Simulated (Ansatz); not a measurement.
# (10−10) slab of wurtzite AlN, 19.8 Å thick as cut, bare faces, part 2 of 3

Ansatz 0.2.0, PAW.

### 3 HSE06 single point

File in.yaml:

```yaml
crystal:
  lattice:
    - [0.000000, 0.000000, 4.983529]
    - [3.113816, 0.000000, 0.000000]
    - [0.000000, 32.775387, 0.000000]
  atoms:
    - { symbol: Al, position: [0.521339, 0.499836, 0.206344] }
    - { symbol: Al, position: [0.497677, 0.999865, 0.281908] }
    - { symbol: Al, position: [0.495782, 0.499962, 0.363163] }
    - { symbol: Al, position: [0.495494, 0.000105, 0.445254] }
    - { symbol: Al, position: [0.495424, 0.500341, 0.527509] }
    - { symbol: Al, position: [0.495055, 0.000596, 0.609842] }
    - { symbol: Al, position: [0.492976, 0.500742, 0.692450] }
    - { symbol: Al, position: [0.489139, 0.000765, 0.776732] }
    - { symbol: Al, position: [0.989149, 0.999847, 0.223381] }
    - { symbol: Al, position: [0.992850, 0.499925, 0.307671] }
    - { symbol: Al, position: [0.994908, 0.000006, 0.390278] }
    - { symbol: Al, position: [0.995385, 0.500184, 0.472614] }
    - { symbol: Al, position: [0.995580, 0.000431, 0.554868] }
    - { symbol: Al, position: [0.995932, 0.500707, 0.636961] }
    - { symbol: Al, position: [0.997782, 0.000770, 0.718221] }
    - { symbol: Al, position: [0.021279, 0.500795, 0.793780] }
    - { symbol: N, position: [0.371179, 0.999853, 0.225690] }
    - { symbol: N, position: [0.376258, 0.499880, 0.308189] }
    - { symbol: N, position: [0.377173, 0.999977, 0.390391] }
    - { symbol: N, position: [0.377397, 0.500105, 0.472648] }
    - { symbol: N, position: [0.377478, 0.000341, 0.554912] }
    - { symbol: N, position: [0.377364, 0.500613, 0.637166] }
    - { symbol: N, position: [0.377288, 0.000710, 0.719358] }
    - { symbol: N, position: [0.373438, 0.500747, 0.800445] }
    - { symbol: N, position: [0.873501, 0.499873, 0.199657] }
    - { symbol: N, position: [0.877193, 0.999910, 0.280759] }
    - { symbol: N, position: [0.877220, 0.499998, 0.362958] }
    - { symbol: N, position: [0.877409, 0.000158, 0.445221] }
    - { symbol: N, position: [0.877441, 0.500411, 0.527496] }
    - { symbol: N, position: [0.877292, 0.000709, 0.609751] }
    - { symbol: N, position: [0.876352, 0.500747, 0.691942] }
    - { symbol: N, position: [0.871163, 0.000802, 0.774428] }
kpoints:
  mp_grid: { grid: [3, 4, 1] }
hamiltonian:
  xc: hse06
scf:
  occupations: { method: fermi_dirac, width: 0.01 }
output:
  forces: true
  eigenvalues: true
  populations: true
  eigenstates: { kpoints: [[0, 0, 0]], e_range: [-4.0, 4.0], localisation: true }
  write_density: true
  write_potential: true
  elf: true
  volumetric_format: npy
```

On the command line:

```console
$ ansatz run in.yaml --threads 2 --pin off --max-ram 30400MiB --runs-dir r --events-out ev --progress --plain --backend cuda --devices 0, --max-vram 18GiB
```

Log:

```text
Pseudopotentials: kind: paw
Functional definition: HSE06
  parameter a = 0.25
  parameter omega = 0.11/bohr
  exchange = pbe_x - a*pbe_x_sr(omega) + a*exact_x_sr(omega)
  correlation = pbe_c
Crystal: 32 atoms, lattice volume = 508.602 Å³
Basis set: ecut = 420 eV, 9979 PW (Γ), exchange–correlation on 72×48×450 points (8 copies of the dense FFT grid, shifted against one another)
Bands: 96, of which v1, the nominal top of the filled ones, is band 64 counted from 1 (63 counted from 0)
Symmetry: 1 space group operations
Space group: P1 (ITA 1), of the structure as read, at distance tolerance 8.0e-5 Å
k-points: 7 of 12 (time reversal used)
Non-local potential: Al, projectors of the file, l = 0: 2, l = 1: 2, l = 2: 1
Non-local potential: N, projectors of the file, l = 0: 2, l = 1: 2, l = 2: 1
PAW form: soft (Blöchl's): semilocal exchange-correlation on the pseudo side does not see the compensation charge
PAW frozen core: Al, regenerated for the run's functional, and the local potential with it (the file was generated under x = pbe(κ = 0.804, μ = 0.2195149727645171), c = pbe(β = 0.06672455060314922))
PAW frozen core: N, regenerated for the run's functional, and the local potential with it (the file was generated under x = pbe(κ = 0.804, μ = 0.2195149727645171), c = pbe(β = 0.06672455060314922))
PAW one-centre angular grid: Al, 110 points (default); XC on 64 Gauss nodes
PAW one-centre angular grid: N, 110 points (default); XC on 64 Gauss nodes
Initial density: superposition of atomic densities (neutral atoms: chi_scale 0, normalization atom), corrected by the library's trained network
Initial wavefunctions: pseudopotential atomic-orbital guess
Functional: x = pbe(κ = 0.804, μ = 0.2195149727645171), c = pbe(β = 0.06672455060314922), warm-up for x = pbe(κ = 0.804, μ = 0.2195149727645171) + 0.25 (exact − pbe) at short range (hse, ω = 0.20786987370883472 Å⁻¹), c = pbe(β = 0.06672455060314922); HSE06 as pw.x's `hse` composes it (authors' and Libxc's form: `xc: wpbeh`)
SCF iter   1: F=—  HF=-14783.604136 eV  |F-HF|=—  |Δ(HF+E_count)|=         —  Δρ=1.20e-3  dr2=1.82e-2  ethr=1.77e-3  ⟨swp⟩=12.7  Hψ=4199  notcnv=0
preconditioner: auto → none  [insulator: Δε(μ)=2.803 eV  Ē_g=12.528 eV  σ=0.010 eV  W_gap=1.00  n_scr=78 (ndim 8)  ℏωp=18.6 eV  f_vac=0.311  D(μ)=0.00/eV (n_scr^D=0)]
SCF iter   2: F=—  HF=-14783.608657 eV  |F-HF|=—  |Δ(HF+E_count)|=   4.52e-3  Δρ=8.67e-4  dr2=1.05e-2  ethr=1.42e-5  ⟨swp⟩=9.7  Hψ=2558  notcnv=0  defer=6
SCF iter   3: F=—  HF=-14783.607175 eV  |F-HF|=—  |Δ(HF+E_count)|=   1.48e-3  Δρ=4.38e-4  dr2=1.11e-3  ethr=8.18e-6  ⟨swp⟩=8.9  Hψ=2046  notcnv=0  defer=5
SCF iter   4: F=-14783.607961 eV  HF=-14783.607991 eV  |F-HF|=3.08e-5  |Δ(HF+E_count)|=   8.16e-4  Δρ=2.44e-4  dr2=4.79e-4  ethr=8.68e-7  ⟨swp⟩=8.3  Hψ=2145  notcnv=0  defer=10
SCF 1 stopped early in 4 iterations: F = -14783.607961 eV  dr2 = 4.79e-4
Initial density: handed on by an earlier stage of this run
Initial wavefunctions: those handed on with the density
Functional: x = pbe(κ = 0.804, μ = 0.2195149727645171) + 0.25 (exact − pbe) at short range (hse, ω = 0.20786987370883472 Å⁻¹), c = pbe(β = 0.06672455060314922); HSE06 as pw.x's `hse` composes it (authors' and Libxc's form: `xc: wpbeh`)
Exchange kernel: α = 0.2500, screened, ω = 0.2079 Å⁻¹, Wigner–Seitz truncation, v(0) = 1020.9232 eV·Å³, q-mesh 3×4×1, nearest image of the exchange supercell L = 12.46 Å, pair-density grid 24×15×160, without the augmentation charges, whose exchange is taken in its separable form by FFT convolution over the k-point mesh (sized by the pseudopotential files, 36×24×225 at the most), smooth part of the [...]
Frozen-core exchange: fock
SCF iter   1: F=—  HF=-14790.768427 eV  |F-HF|=—  |Δ(HF+E_count)|=         —  Δρ=5.16e-3  dr2=8.39e-2  ethr=3.74e-6  ⟨swp⟩=17.1  Hψ=4083  notcnv=0
preconditioner: auto → none  [insulator: Δε(μ)=4.077 eV  Ē_g=14.450 eV  σ=0.010 eV  W_gap=1.00  n_scr=78 (ndim 8)  ℏωp=18.6 eV  f_vac=0.311  D(μ)=0.00/eV (n_scr^D=0)]
SCF iter   2: F=—  HF=-14790.740249 eV  |F-HF|=—  |Δ(HF+E_count)|=   2.82e-2  Δρ=2.49e-3  dr2=2.32e-2  ethr=3.74e-6  ⟨swp⟩=7.6  Hψ=2569  notcnv=0  defer=10
SCF iter   3: F=—  HF=-14790.736850 eV  |F-HF|=—  |Δ(HF+E_count)|=   3.40e-3  Δρ=9.41e-4  dr2=1.68e-2  ethr=3.74e-6  ⟨swp⟩=7.9  Hψ=2505  notcnv=0  defer=7
SCF iter   4: F=—  HF=-14790.778351 eV  |F-HF|=—  |Δ(HF+E_count)|=   4.15e-2  Δρ=5.70e-4  dr2=2.25e-3  ethr=3.74e-6  ⟨swp⟩=7.7  Hψ=2659  notcnv=0  defer=7
SCF iter   5: F=—  HF=-14790.777922 eV  |F-HF|=—  |Δ(HF+E_count)|=   4.28e-4  Δρ=1.68e-4  dr2=4.94e-4  ethr=1.58e-6  ⟨swp⟩=7.6  Hψ=1950  notcnv=0
SCF iter   6: F=—  HF=-14790.778678 eV  |F-HF|=—  |Δ(HF+E_count)|=   7.55e-4  Δρ=1.68e-4  dr2=2.15e-4  ethr=3.11e-7  ⟨swp⟩=7.9  Hψ=2011  notcnv=0  defer=13
iter 7 solved again at ethr=5.29e-9 eV; its pass at ethr=1.61e-7 eV (dr2=6.77e-6 eV) is discarded
SCF iter   7: F=-14790.778628 eV  HF=-14790.778630 eV  |F-HF|=2.36e-6  |Δ(HF+E_count)|=   4.72e-5  Δρ=4.31e-5  dr2=1.56e-5  ethr=5.29e-9  ⟨swp⟩=7.1  Hψ=2678  notcnv=0  defer=3
SCF 2 stopped early in 7 iterations: F = -14790.778628 eV  dr2 = 1.56e-5
  Residual-converged pass: ⟨swp⟩=4.0  Hψ=1850  notcnv=0  max |occ|·‖R‖ = 4.9e-6 eV (tolerance 6.7e-6 eV)  dr2=1.57e-5  dr2_onsite=2.07e-6  max |Δocc| = 0.0e0
hybrid outer 1: dexx = +4.852e-2 eV, tail = 7.83e-5 eV
SCF iter   1: F=—  HF=-14790.778555 eV  |F-HF|=—  |Δ(HF+E_count)|=         —  Δρ=2.67e-5  dr2=8.85e-6  ethr=3.06e-7  ⟨swp⟩=11.1  Hψ=1905  notcnv=0
preconditioner: auto → none  [insulator: Δε(μ)=4.008 eV  Ē_g=14.408 eV  σ=0.010 eV  W_gap=1.00  n_scr=78 (ndim 8)  ℏωp=18.6 eV  f_vac=0.312  D(μ)=0.00/eV (n_scr^D=0)]
SCF iter   2: F=—  HF=-14790.778554 eV  |F-HF|=—  |Δ(HF+E_count)|=   1.05e-6  Δρ=1.04e-5  dr2=5.07e-7  ethr=6.04e-9  ⟨swp⟩=3.0  Hψ=1486  notcnv=0
SCF iter   3: F=—  HF=-14790.778555 eV  |F-HF|=—  |Δ(HF+E_count)|=   6.73e-7  Δρ=7.62e-6  dr2=1.48e-7  ethr=3.13e-10  ⟨swp⟩=7.9  Hψ=2098  notcnv=0  defer=14
SCF iter   4: F=—  HF=-14790.778555 eV  |F-HF|=—  |Δ(HF+E_count)|=   8.84e-9  Δρ=3.37e-6  dr2=2.52e-8  ethr=1.04e-10  ⟨swp⟩=4.9  Hψ=1287  notcnv=0  defer=11
SCF iter   5: F=-14790.778555 eV  HF=-14790.778555 eV  |F-HF|=3.21e-9  |Δ(HF+E_count)|=   4.26e-9  Δρ=8.34e-7  dr2=7.86e-9  ethr=1.74e-11  ⟨swp⟩=7.0  Hψ=1803  notcnv=0  defer=11
SCF 3 converged in 5 iterations: F = -14790.778555 eV  dr2 = 7.86e-9
  Residual-converged pass: ⟨swp⟩=3.0  Hψ=1326  notcnv=0  max |occ|·‖R‖ = 1.7e-6 eV (tolerance 1.8e-6 eV)  dr2=8.04e-9  dr2_onsite=1.43e-10  max |Δocc| = 0.0e0
[... from here the SCF cycle lines were not kept, up to the last twenty ...]
hybrid outer 2: dexx = +8.873e-7 eV, tail = 2.88e-8 eV, Δε = 4.03e-3 eV (about 9.60e-5 eV left of the loop's levels), ΔF = 7.18e-3 eV/Å (tail 7.69e-4)
NSCF: frozen V_eff on 1 k-points
hybrid SCF converged: 2 outer / 12 inner (+4 warm-up), last move |dexx| = 8.87e-7 eV, tail = 2.88e-8 eV
Stability not checked: this state was not tested for a lower state beside it, because the functional holds exact exchange (a hybrid, or Hartree-Fock), whose exchange loop this test does not read (fock_operator; see scf.lower_state_search)
Free energy (F): -14790.778555 eV
Harris-Foulkes:  -14790.778555 eV  (|F-HF|=3.21e-9)
Internal energy: -14790.778555 eV  (E = F + TS)
E sigma→0 (E₀):  -14790.778555 eV
Fermi energy:    4.134803 eV
--- Per-component energies (eV) ---
  E_band       = -492.521924
  E_kinetic    = 2554.500435
  E_local      = -66013.399812  (includes V_loc(G=0)·N_el)
  E_nonlocal   = 869.232722
  E_hartree    = 32188.978080
  E_xc         = -1319.568292
  E_vxc        = -1388.124282  (∫ρ·V_xc dr)
  E_exx        = -286.020307  (= α·E_x^exact, valence–valence)
  E_paw        = -9549.950591  (= ΣΔE_a)
  E_vpaw       = -320.645389  (= ΣTr[D̂ρ^β])
  E_aug_tail   = 0.001535  (compensation charges beyond the density's cutoff)
  E_ewald      = 26766.519602
  E_core_change = -1.071916  (= ΣΔE_core)
  E_smearing   = -0.000000  (= −TS)
  E_closure    = -0.000011  (closes the sum)
  Σ components = -14790.778555   (vs F -14790.778555, Δ=-5.46e-12)
--- Forces (eV/Å), atoms counted from 1 ---
  atom   1  Al     0.00121314     0.08961826     0.12880480
  atom   2  Al     0.00098860     0.04941194    -0.01448436
  atom   3  Al     0.00048492     0.03115364    -0.00746544
  atom   4  Al    -0.00008729     0.01706225    -0.00431684
  atom   5  Al    -0.00058075     0.01111653     0.00112625
  atom   6  Al     0.00009441     0.00488682     0.00646826
  atom   7  Al    -0.00208305     0.00385327     0.01296982
  atom   8  Al    -0.00110332     0.06290087    -0.02263294
  atom   9  Al     0.00192016    -0.06483683    -0.02268769
  atom  10  Al    -0.00059034    -0.00268438     0.01354766
  atom  11  Al     0.00035036     0.00472661     0.00795357
  atom  12  Al    -0.00032723     0.00218393     0.00080652
  atom  13  Al    -0.00003310    -0.00174527    -0.00492306
  atom  14  Al    -0.00068462    -0.02281781    -0.00802457
  atom  15  Al    -0.00116622    -0.05340489    -0.01558481
  atom  16  Al     0.00002476    -0.09218713     0.12847868
  atom  17  N     -0.00082000    -0.05611071     0.11990409
  atom  18  N      0.00009760    -0.04630285     0.01911774
  atom  19  N      0.00007331    -0.02142096     0.00061661
  atom  20  N      0.00146435    -0.01536351     0.00172709
  atom  21  N      0.00139425    -0.00741373    -0.00203515
  atom  22  N      0.00025715    -0.00314442    -0.00677358
  atom  23  N      0.00179158    -0.02763880    -0.03965368
  atom  24  N      0.00140769    -0.17015790    -0.19395069
  atom  25  N     -0.00166176     0.17505256    -0.19649611
  atom  26  N      0.00015851     0.02807408    -0.03847098
  atom  27  N      0.00003846    -0.00108732    -0.00576871
  atom  28  N      0.00027608    -0.00264114    -0.00277563
  atom  29  N     -0.00037967    -0.00140733     0.00083274
  atom  30  N     -0.00229644     0.00676152     0.00186762
  atom  31  N      0.00075863     0.04291561     0.02198270
  atom  32  N     -0.00098218     0.06073418     0.11993637
  max |Σ_I F_I| component: 9.63e-5 eV/Å
--- Band table (eV; the first three rows and the last of 7) ---
  k-point 0: bands = [... 52 lower levels ..., "1.2296", "1.3176", "1.4047", "1.4336", "1.5133", "1.5440", "1.6646", "1.7502", "1.7600", "1.7691", "1.9996", "2.0094", "6.1305", "6.1511", "7.6581", "8.2908", "8.3780", "8.8305", "8.9333", "8.9741", "9.0244", "9.2018", "9.2349", "9.5066", ... 20 higher levels ...]
  k-point 1: bands = [... 52 lower levels ..., "0.5713", "0.6836", "0.8337", "1.0153", "1.1095", "1.1914", "1.2269", "1.2964", "1.3329", "1.4193", "2.0823", "2.0921", "7.0599", "7.0671", "8.3279", "8.5544", "8.9687", "9.2712", "9.3559", "9.4609", "9.4877", "9.8537", "10.0966", "10.1790", ... 20 higher levels ...]
  k-point 2: bands = [... 52 lower levels ..., "0.0035", "0.1048", "0.1367", "0.1886", "0.1957", "0.4515", "0.4729", "0.8484", "0.8565", "1.0154", "1.9642", "1.9731", "7.5616", "7.5705", "8.8395", "8.8599", "8.8621", "8.9100", "8.9127", "9.0605", "9.0750", "9.1140", "9.2439", "9.4910", ... 20 higher levels ...]
  k-point 6: bands = [... 52 lower levels ..., "0.8458", "0.8547", "0.8776", "0.8977", "0.9304", "0.9718", "0.9879", "1.0000", "1.0976", "1.1092", "2.1129", "2.1221", "7.1636", "7.1699", "9.0271", "9.0528", "9.3042", "9.4048", "9.4275", "9.4867", "9.8067", "9.8370", "9.9887", "10.1500", ... 20 higher levels ...]
--- Löwdin populations: 32 sites ---
  site symbol       q [e]
     0     Al      1.7730
     1     Al      1.8784
     2     Al      1.8660
     3     Al      1.8662
     4     Al      1.8662
     5     Al      1.8662
     6     Al      1.8687
     7     Al      1.8629
     8     Al      1.8630
     9     Al      1.8688
    10     Al      1.8663
    11     Al      1.8662
    12     Al      1.8662
    13     Al      1.8659
    14     Al      1.8784
    15     Al      1.7730
    16      N      6.0784
    17      N      6.0611
    18      N      6.0634
    19      N      6.0637
    20      N      6.0638
    21      N      6.0641
    22      N      6.0726
    23      N      6.0880
    24      N      6.0879
    25      N      6.0726
    26      N      6.0641
    27      N      6.0638
    28      N      6.0637
    29      N      6.0634
    30      N      6.0611
    31      N      6.0784
  spilling = 0.009332 (of n_electrons = 128.000000)
```

Run time: 39 s. Hardware: 1 × NVIDIA H100 80GB HBM3 with 2 threads of AMD EPYC 7R13, shared host; peak host memory 2.3 GiB.

At a 3×4×1 mesh the filled levels end at 2.122 eV and the empty ones begin at 6.131 eV, a spacing of 4.01 eV.

The largest force by HSE06 is 0.26 eV/Å, on N25: the geometry is not this level's minimum.

Planar mean of the electrostatic potential energy along c, from the vacuum level:

(z (Å), v (eV)): (0.00, 0.00), (0.58, 0.00), (1.17, 0.00), (1.60, 0.00), (2.19, 0.00), (2.77, 0.00), (3.35, 0.00), (3.93, -0.02), (4.37, -0.05), (4.95, -0.24), (5.54, -1.27), (6.12, -7.00), (6.70, -12.97), (7.14, -13.69), (7.72, -10.01), (8.30, -4.57), (8.89, -9.38), (9.47, -12.80), (9.91, -12.76), (10.49, -8.75), (11.07, -4.98), (11.65, -10.15), (12.24, -12.87), (12.67, -12.40), (13.26, -7.92), (13.84, -5.31), (14.42, -10.76), (15.00, -12.92), (15.44, -12.11), (16.02, -7.14), (16.61, -5.76), (17.19, -11.29), (17.63, -12.85), (18.21, -11.77), (18.79, -6.42), (19.37, -6.35), (19.96, -11.76), (20.39, -12.93), (20.98, -11.33), (21.56, -5.75), (22.14, -7.08), (22.72, -12.28), (23.16, -13.00), (23.74, -10.78), (24.33, -4.98), (24.91, -8.00), (25.49, -13.60), (25.93, -13.39), (26.51, -9.22), (27.09, -1.93), (27.68, -0.36), (28.26, -0.07), (28.70, -0.02), (29.28, 0.00), (29.86, 0.00), (30.44, 0.00), (31.03, 0.00), (31.46, 0.00), (32.05, 0.00), (32.63, 0.00)

The top filled level lies 6.39 eV and the lowest empty level 2.38 eV below the vacuum level.

Density in a lattice plane of the grid's cell (edges 4.98 and 32.78 Å, at 0.000 of the third edge), which holds Al and N.

Values in e/Å³, 12 rows by 6 columns:
```
0.00 0.00 0.00 0.00 0.00 0.00
0.02 0.02 0.03 0.02 0.01 0.02
0.50 0.16 0.45 0.35 0.21 0.79
0.07 0.04 0.07 0.07 0.04 0.06
0.48 0.18 0.58 0.42 0.20 0.70
0.07 0.04 0.06 0.07 0.04 0.06
0.42 0.20 0.71 0.49 0.18 0.58
0.07 0.04 0.06 0.07 0.04 0.07
0.35 0.21 0.80 0.50 0.16 0.44
0.02 0.01 0.02 0.02 0.02 0.03
0.00 0.00 0.00 0.00 0.00 0.00
0.00 0.00 0.00 0.00 0.00 0.00
```
Columns run along the first of these edges and rows up along the second, over one cell in 6 and 12 even steps from the bottom left corner. Atoms in the plane (fractional): Al at (0.50, 0.28), Al at (0.50, 0.45), Al at (0.50, 0.61), Al at (0.49, 0.78), Al at (0.99, 0.22), Al at (0.99, 0.39), Al at (1.00, 0.55), Al at (1.00, 0.72), N at (0.37, 0.23), N at (0.38, 0.39), N at (0.38, 0.55), N at (0.38, 0.72), N at (0.88, 0.28), N at (0.88, 0.45), N at (0.88, 0.61), N at (0.87, 0.77).

ELF in the same plane.

Ten even steps from ' ' (0.00) to '@' (0.82):
```
            
            
            
%%  ..  ==%%
@@::@@@@--@@
  ##@@@@  ..
::    ..  ::
@@..::  @@##
  @@==@@..  
            
@@..    @@==
  @@**@@..::
..  ::::    
@@  ..  ##@@
@@--@@@@::@@
  ==%%%%  ..
            
            
            
            
```
Columns run along the first of these edges and rows up along the second, over one cell in 6 and 20 even steps from the bottom left corner. Atoms in the plane (fractional): Al at (0.50, 0.28), Al at (0.50, 0.45), Al at (0.50, 0.61), Al at (0.49, 0.78), Al at (0.99, 0.22), Al at (0.99, 0.39), Al at (1.00, 0.55), Al at (1.00, 0.72), N at (0.37, 0.23), N at (0.38, 0.39), N at (0.38, 0.55), N at (0.38, 0.72), N at (0.88, 0.28), N at (0.88, 0.45), N at (0.88, 0.61), N at (0.87, 0.77).

Both are smooth fields of the valence electrons: close to the nuclei they are not physical.

Outside the cores ELF peaks at 0.90 on the N–Al line, 0.7 Å from N; 0.87 beside N, off the lines to its neighbours, 0.8 Å from N.

(Part 2 of 3 ends here.)
